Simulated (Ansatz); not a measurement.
Consider an atomisation energy of CH5N, SMILES CN (Ansatz 0.2.0, Python API).

`tae_ch5n.py`:
```python
"""Energy to split CH5N into its atoms."""

from collections import Counter

import ansatz as az
from rdkit import Chem
from rdkit.Chem import AllChem


def total_energy(molecule, charge=0, unpaired=0):
    calc = (
        molecule.calculation()
        .basis(gaussian="pcseg-2")
        .functional("pbe")
    )
    if charge:
        calc = calc.charge(charge)
    if unpaired:
        calc = calc.spin("collinear", total=unpaired)
    report = calc.run(threads=1).report
    if report["published_state_doubts"]:
        print("  doubts:", report["published_state_doubts"])
    return report["free_energy_ev"]

# start geometry from RDKit
rd = Chem.AddHs(Chem.MolFromSmiles("CN"))
AllChem.EmbedMolecule(rd, randomSeed=730)
AllChem.UFFOptimizeMolecule(rd)
system = az.Crystal.molecule()
for atom, xyz in zip(rd.GetAtoms(), rd.GetConformer().GetPositions()):
    system = system.atom(atom.GetSymbol(), xyz.round(5).tolist())

# Hund ground states
unpaired = {"C": 2, "N": 3, "H": 1}
counts = Counter(site.symbol for site in system.cartesian_sites)
atom_energy = {s: total_energy(az.Crystal.molecule().atom(s, (0, 0, 0)), 0, unpaired[s]) for s in counts}
whole = total_energy(system, 0, 0)
for s, e in atom_energy.items():
    print(f"{s:2s} x{counts[s]}  {e:14.5f} eV")
print(f"CH5N: {whole:.5f} eV")
split = sum(counts[s] * e for s, e in atom_energy.items()) - whole
print(f"atomisation energy (no zero-point term): {23.060548 * split:.1f} kcal/mol, {split / sum(counts.values()):.3f} eV an atom")
```

What does it cost to take this molecule apart into atoms?

589.0 kcal/mol from the electronic energies, without the zero-point term.

The run itself:

```console
$ python tae_ch5n.py
C  x1     -1028.48099 eV
N  x1     -1483.89080 eV
H  x5       -13.60312 eV
CH5N: -2605.92870 eV
atomisation energy (no zero-point term): 589.0 kcal/mol, 3.649 eV an atom
```

Total energies depend on the basis set; only differences at equal settings carry meaning. The geometry is a force-field or estimated start, not a minimum of this method, and the basis set is short of its limit. All parts are taken at fixed geometry, without zero-point energy. This functional overbinds, so such energies come out a few per cent too high (LDA far more). Hardware and time: 2.2 s on 1 thread of Arm Neoverse V2, on a shared host, peak memory 0.23 GiB.
